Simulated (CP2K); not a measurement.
WS under changes of volume

One of the cells (13.607 Å³/atom); the others are scaled copies at fixed shape and fractional positions:

```xyz
2
Lattice="3.0079 0.0000 0.0000 0.0000 3.0079 0.0000 0.0000 0.0000 3.0079" Properties=species:S:1:pos:R:3 pbc="T T T"
W     1.5039    1.5039    1.5039
S     0.0000    0.0000    0.0000
```

The cell was built by a generator and needn't be a form met in nature.

| Quantity | Value |
| --- | --- |
| Program | CP2K 2026.2 |
| Functional | PBEsol |
| Potentials or basis | POTENTIAL_UZH W GTH-PBE-q14, S GTH-PBE-q6; TZVP-MOLOPT-PBE-GTH basis |
| Density cutoff | 6123 eV |
| k mesh | 9 × 9 × 9 |
| Occupations | fermi-dirac, width 0.05 eV |
| Spin | no spin polarisation |

```csv
volume (Å³/atom),energy over the lowest point (meV/atom),pressure (GPa)
12.790,9.65,8.8
13.063,0.00,2.6
13.335,0.26,-2.9
13.607,?,?
13.879,26.26,-12.2
14.151,50.19,-16.0
14.423,80.31,-19.5
```

Problem. What does the run at 13.607 Å³/atom give?

Solution. Energy over the lowest point 9.33 meV/atom; pressure -7.8 GPa.

Worked out: A Birch-Murnaghan fit of order 3 (a polynomial in V^(-2/3)) to the other rows has its minimum at 13.19 Å³/atom with B0 = V·E''(V) = 267 GPa and B' = 4.6. It gives 9.34 meV/atom at 13.607 Å³/atom, against the run's 9.33, and -dE/dV = -7.7 GPa, against -7.8.

Energies are extrapolated to zero smearing.

Caveats: the potentials were made for another functional, which shifts forces and pressure; the basis of atomic orbitals isn't converged, which shifts pressures, moduli and gaps.
